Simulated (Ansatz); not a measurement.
**AlBH2OF2 (SMILES O[B](F)[AlH][F]) at RPA@PBE/6-31G(d) (spherical functions)**

Aim: the vertical singlet–triplet gap of AlBH2OF2 at RPA@PBE/6-31G* (spherical functions), from 2 runs. 

The calculation is run with Ansatz 0.2.0.

128 further runs of the same task are left out: 128 set aside as unsound or not needed.

## 1. The system as given

The species is AlBH2OF2 (7 atoms), meant as a singlet with charge 0. As SMILES, `O[B](F)[AlH][F]`. The coordinates come from a PBE0-D4/def2-TZVP relaxation. This is one conformer, not always the lowest.

Bond lengths: O1–B2 1.351 Å, B2–F3 1.331 Å, B2–Al4 2.153 Å, Al4–F5 1.661 Å, O1–H6 0.961 Å, Al4–H7 1.580 Å. Angles: O1–B2–F3 115.5°, O1–B2–Al4 122.4°, F3–B2–Al4 122.1°, B2–Al4–F5 111.0°, B2–O1–H6 113.4°, B2–Al4–H7 132.2°, F5–Al4–H7 116.8°.

## 2. The energy at RPA@PBE/6-31G(d) (spherical functions)

job.yaml

```yaml
crystal:
  periodic: [false, false, false]
  atoms:
    - symbol: O
      position_ang: [0.462300, -0.166500, 1.769000]
    - symbol: B
      position_ang: [0.511800, -0.675600, 0.519100]
    - symbol: F
      position_ang: [1.170800, -1.824800, 0.394500]
    - symbol: Al
      position_ang: [-0.411500, 0.301600, -1.162100]
    - symbol: F
      position_ang: [-1.152700, 1.713100, -0.697800]
    - symbol: H
      position_ang: [-0.019900, 0.662300, 1.825000]
    - symbol: H
      position_ang: [-0.499600, -0.078200, -2.693300]
basis:
  gaussian:
    orbitals: 6-31G_st_-spherical.json
hamiltonian:
  xc: pbe
correlation:
  method: rpa
  frozen_orbitals: {Al: 5, B: 1, F: 1, H: 0, O: 1}
accuracy: high
```

The basis set 6-31G* is read from a file made from the Basis Set Exchange's data (not shown).

On the command line:

```bash
$ ansatz run job.yaml --threads 1 --pin off --max-ram 3480MiB --events-out events.jsonl --progress --plain --runs-dir runs
```

The program printed:

```text
Warning: RAYON_NUM_THREADS=1 ignored (pool sized by the plan → 1); use --threads N
Functional definition: PBE
  name "PBE"
  parameter kappa = 0.804
  parameter beta = 0.06672455060314922
  exchange = pbe_x(kappa = kappa, mu = beta*pi^2/3)
  correlation = pbe_c(beta = beta)
1697 factors; integrals over basis functions are off by at most 5.8e-9 eV
mean field evaluation 1: about -14771.1634 eV, gradient 6.2e1 eV
mean field evaluation 2: about -14771.1545 eV, gradient 6.2e1 eV
mean field evaluation 4: about -14776.6934 eV, gradient 2.1e1 eV
mean field evaluation 8: about -14777.7121 eV, gradient 3.7e-1 eV
mean field evaluation 16: about -14777.7102 eV, gradient 7.5e-6 eV
mean field -14777.71023941 eV, -543.0708346066 hartree, gradient 4.9e-8 eV, S^2 0.000000; 0 other end points of the search recorded, 0 dependent functions left out
9 core orbitals not correlated: weight in the atoms' cores, before any rotation towards them, 1.000 or more for the frozen orbitals, at most 0.000 for the correlated occupied ones
reference -14737.87046796 eV, -541.6067500100 hartree; 14, 14 occupied and 55, 55 virtual orbitals, 1697 factors
Total energy: -14764.42277098 eV, -542.5825291484 hartree
```

Wall time 11 s (1 thread of Arm Neoverse V1, shared host); peak memory 0.26 GiB.

## 3. The triplet at the same level

Edit job.yaml of step 2 so:

```diff
@@ -20,2 +20,5 @@
     orbitals: 6-31G_st_-spherical.json
+magnetization:
+  spin_polarized: true
+  initial_magnetization: 2
 hamiltonian:
```

The basis set 6-31G* is read from a file made from the Basis Set Exchange's data (not shown).

On the command line:

```bash
$ ansatz run job.yaml --threads 1 --pin off --max-ram 3480MiB --events-out events.jsonl --progress --plain --runs-dir runs
```

The program printed, shortened:

```text
Warning: RAYON_NUM_THREADS=1 ignored (pool sized by the plan → 1); use --threads N
[... 2 set-up lines as earlier in the session ...]
[...]
1697 factors; integrals over basis functions are off by at most 5.8e-9 eV
[...]
mean field -14774.37253987 eV, -542.9481764107 hartree, gradient 7.7e-8 eV, S^2 2.001870; 1 other end points of the search recorded, 0 dependent functions left out
9 core orbitals not correlated: weight in the atoms' cores, before any rotation towards them, 1.000 or more for the frozen orbitals, at most 0.000 for the correlated occupied ones
reference -14733.58609068 eV, -541.4493020491 hartree; 15, 13 occupied and 54, 56 virtual orbitals, 1697 factors
Total energy: -14760.60223036 eV, -542.4421268704 hartree
```

Run time: 17 s. Hardware: 1 thread of Arm Neoverse V1, shared host; peak memory 0.3 GiB.

## 4. What came out

At RPA@PBE/6-31G* (spherical functions), 9 core orbitals frozen:

```
                                        quantity          value
                           singlet: total energy  -542.58253 Eh
       singlet: RPA correlation energy (valence)     -975.8 mEh
                           triplet: total energy  -542.44213 Eh
       triplet: RPA correlation energy (valence)     -992.8 mEh
      triplet: ⟨S²⟩ of the reference determinant          2.002
vertical energy of the triplet above the singlet       3.821 eV
```

**Reading.** At this shape the triplet lies 3.82 eV (88 kcal/mol) above the singlet.
